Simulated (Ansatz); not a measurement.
# Hf3C2: the cost of one run

Program: Ansatz 0.2.0. Level of theory: DFT PBE, scalar-relativistic, plane waves, PAW. These are calculated values, not measurements.

2 further runs of the same task are left out: 1 that didn't finish, 1 set aside as unsound or not needed.

## Step 1: The system as given

The structure is monoclinic, space group Pm (No. 6). The conventional cell has a = 5.070 Å, b = 2.614 Å, c = 6.956 Å, α = 90.00°, β = 90.00°, γ = 90.00°. Hf (site symmetry m) is surrounded by 3 C at 2.50 to 2.57 Å and 3 Hf at 2.56 to 2.61 Å. Hf (site symmetry m) has 5 Hf at 2.50 to 2.61 Å and 1 C at 2.55 Å as nearest neighbours. Around Hf (site symmetry m) lie 4 Hf at 2.50 to 2.61 Å and 2 C at 2.55 to 2.56 Å. C (site symmetry m) has 3 Hf at 2.50 to 2.57 Å and 1 C at 2.55 Å as nearest neighbours. C (site symmetry m) has 3 Hf at 2.55 Å and 3 C at 2.55 to 2.61 Å as nearest neighbours.

Structure file:

```cif
data_structure
_symmetry_space_group_name_H-M 'Pm'
_symmetry_Int_Tables_number 6
_cell_length_a 5.0700
_cell_length_b 2.6139
_cell_length_c 6.9563
_cell_angle_alpha 90.000
_cell_angle_beta 90.000
_cell_angle_gamma 90.000
_cell_volume 92.19
loop_
_atom_site_label
_atom_site_type_symbol
_atom_site_symmetry_multiplicity
_atom_site_Wyckoff_symbol
_atom_site_fract_x
_atom_site_fract_y
_atom_site_fract_z
_atom_site_occupancy
Hf1 Hf 1 b 0.75384 0.50000 0.31611 1
Hf2 Hf 1 b 0.75384 0.50000 0.68389 1
Hf3 Hf 1 b 0.24616 0.50000 0.68389 1
C1 C 1 b 0.24616 0.50000 0.31611 1
C2 C 1 b 0.50000 0.50000 0.00000 1
```

A structure generator made this guess: 6-connected net, two elements spread over the vertices (Pm, No. 6). Its size is a rough estimate.

## Step 2: The guess as it stands, on a coarse mesh

input.yaml reads:

```yaml
crystal:
  lattice:
    - [5.06998084, 0.0, 0.0]
    - [0.0, 2.61389494, 0.0]
    - [0.0, 0.0, 6.9563456]
  atoms:
    - { symbol: Hf, position: [0.75383501, 0.5, 0.316112] }
    - { symbol: Hf, position: [0.75383501, 0.5, 0.683888] }
    - { symbol: Hf, position: [0.24616499, 0.5, 0.683888] }
    - { symbol: C, position: [0.24616499, 0.5, 0.316112] }
    - { symbol: C, position: [0.5, 0.5, 0.0] }
basis:
  ecutwfc: 420
kpoints:
  mp_grid: { grid: [4, 6, 4] }
hamiltonian:
  xc: pbe
scf:
  occupations: { method: gaussian, width: 0.1 }
  lower_state_search: "off"
output:
  forces: true
  stress: true
  eigenvalues: true
```

Started as:

```bash
$ ansatz run input.yaml --threads 1 --pin off --max-ram 2560MiB --backend cpu --events-out ev --progress --plain --runs-dir out
```

Q: Estimate wall time and peak memory on 1 thread of Arm Neoverse V1, shared host.

About 21 s, with a peak of 0.39 GiB.
